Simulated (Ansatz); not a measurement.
Run this with Ansatz 0.2.0, Python API and show what comes out.

`bend.py`
```python
"""Energy of FH3OSi2 against one bond angle."""

import logging
import sys
import warnings

import ansatz as az
from ase import Atoms

logging.basicConfig(stream=sys.stdout, format="%(name)s: %(message)s")
logger = logging.getLogger("run")
logger.setLevel(logging.INFO)

config = {
    "basis": "6-31G*",
    "functional": "b3lyp",
    "vdw": "d3bj",
    "force_tol": 0.02,
}


def main() -> None:
    warnings.simplefilter("ignore", az.DeckWarning)

    atoms = Atoms(["F", "Si", "O", "Si", "H", "H", "H"], positions=[
        [0.7202, -2.4881, 1.48869],
        [-0.5657, -1.97727, 0.60342],
        [-0.27364, -0.62027, -0.2194],
        [-0.01947, 0.98445, -0.4209],
        [-0.75732, 1.26401, -1.64721],
        [-0.5365, 1.74363, 0.71683],
        [1.43244, 1.09355, -0.52143],
    ])

    # start the scan from a relaxed geometry
    first = (
        az.Crystal.molecule_from_ase(atoms).calculation()
        .basis(gaussian=config["basis"])  # atom-centred Gaussian functions
        .functional(config["functional"], dispersion=config["vdw"])
        .accuracy("medium")  # preset for grids and thresholds
        .relax(force_tolerance=config["force_tol"], max_steps=80)
    )
    atoms.positions = first.run(threads=1).report["positions_ang"]

    rows = []
    for angle in [90, 100, 110, 120, 135, 150, 165, 179]:
        bent = atoms.copy()
        bent.set_angle(3, 2, 1, angle, indices=[0, 1])
        model = az.Crystal.molecule_from_ase(bent).calculation()
        model = model.basis(gaussian=config["basis"]).functional(config["functional"], dispersion=config["vdw"])
        model = model.accuracy("medium")
        rows.append((angle, model.run(threads=1).report["free_energy_ev"]))
    floor = min(e for _, e in rows)
    for angle, e in rows:
        logger.info(f"angle Si3-O2-Si1 = {angle:3d} deg   {1000 * (e - floor):9.1f} meV")


if __name__ == "__main__":
    main()
```

```console
$ python bend.py
run: angle Si3-O2-Si1 =  90 deg      2780.7 meV
run: angle Si3-O2-Si1 = 100 deg      1032.1 meV
run: angle Si3-O2-Si1 = 110 deg       348.3 meV
run: angle Si3-O2-Si1 = 120 deg        96.2 meV
run: angle Si3-O2-Si1 = 135 deg         0.0 meV
run: angle Si3-O2-Si1 = 150 deg         9.7 meV
run: angle Si3-O2-Si1 = 165 deg        38.7 meV
run: angle Si3-O2-Si1 = 179 deg        57.5 meV
```

Caveats:
- These settings explore the input space; basis and method may be short of convergence.
- The scan is rigid, and the energies are electronic, in a modest basis. The zero is the lowest point of the grid, which needn't be the minimum.
- b3lyp holds the VWN-RPA fit, as in Gaussian; the form of ORCA and Turbomole is b3lyp5.
- The whole script took 53 s on 1 thread of Arm Neoverse V2, on a shared host, peak memory 0.22 GiB.

(Lines on the test bed's own set-up are left out of the output.)
